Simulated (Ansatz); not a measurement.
# Cl₂H₂S₂Sn: small, medium and large basis sets

The task here is to estimate one member of a computed series from the others.

The runs use Ansatz 0.2.0, Gaussian basis; one geometry, several basis sets.

Levels to be run: PBE0-D4/def2-SVP; ωB97M-V/def2-SVP; PBE0-D4/def2-QZVPP; ωB97M-V/def2-QZVPP; the functionals' def2-TZVPP values are taken from earlier runs.

## The geometry

The geometry comes from an earlier relaxation with PBE0-D4 in a triple-zeta def2 set; it is a stationary point, not always the lowest conformer. Sn takes the def2 core potential; no spin-orbit term is included.

SMILES `[SH][Sn]([SH])([Cl])[Cl]`, 7 atoms, charge 0, spin multiplicity 1.

Atoms are counted from 1 here; the program's logs count them from 0.

Bond lengths: S1–Sn2 2.371 Å, S1–H6 1.345 Å, Sn2–S3 2.371 Å, Sn2–Cl4 2.315 Å, Sn2–Cl5 2.315 Å, S3–H7 1.345 Å. Angles: Sn2–S1–H6 91.4°, S1–Sn2–S3 110.6°, S1–Sn2–Cl4 107.4°, S1–Sn2–Cl5 113.2°, S3–Sn2–Cl4 113.2°, S3–Sn2–Cl5 107.4°, Cl4–Sn2–Cl5 105.0°, Sn2–S3–H7 91.5°.

The first run:

in.yaml

```yaml
crystal:
  periodic: [false, false, false]
  atoms:
    - {symbol: S, position_ang: [-1.477688, 0.996272, 1.446443]}
    - {symbol: Sn, position_ang: [0.014504, 0.018436, -0.114561]}
    - {symbol: S, position_ang: [1.382166, -1.603981, 0.942211]}
    - {symbol: Cl, position_ang: [-1.261451, -0.847600, -1.841214]}
    - {symbol: Cl, position_ang: [1.420075, 1.557482, -1.122038]}
    - {symbol: H, position_ang: [-2.433322, 1.118106, 0.507662]}
    - {symbol: H, position_ang: [2.416917, -1.306715, 0.135797]}
basis:
  gaussian: {orbitals: def2-SVP}
hamiltonian: {xc: pbe0, dispersion: d4}
output: {orbitals: {seedname: orbitals}}
```

On the command line:

```bash
$ ansatz run in.yaml --threads 4 --pin off --events-out ev --progress --plain --max-ram 10444MiB
```

Steps of the session up to this table: PBE0-D4 in def2-SVP; ωB97M-V in def2-SVP; PBE0-D4 in def2-QZVPP; ωB97M-V in def2-QZVPP.

One table of the session follows, with a row left open; its other results are not shown here.

It belongs to the step «Density functionals: the series». 

| functional | basis | HOMO (eV) | LUMO (eV) |
| --- | --- | --- | --- |
| PBE0-D4 | def2-SVP | -8.14 | -2.42 |
| PBE0-D4 | def2-TZVPP | -8.26 | -2.57 |
| PBE0-D4 | def2-QZVPP | -8.28 | -2.61 |
| ωB97M-V | def2-SVP | ? | ? |
| ωB97M-V | def2-TZVPP | -10.45 | -0.57 |
| ωB97M-V | def2-QZVPP | -10.48 | -0.68 |

**Question.** Estimate the row for ωB97M-V, def2-SVP.

The run gave: HOMO (eV): -10.28; LUMO (eV): -0.31. In the column «HOMO (eV)» it lies between ωB97M-V, def2-TZVPP (-10.45) and PBE0-D4, def2-QZVPP (-8.28).
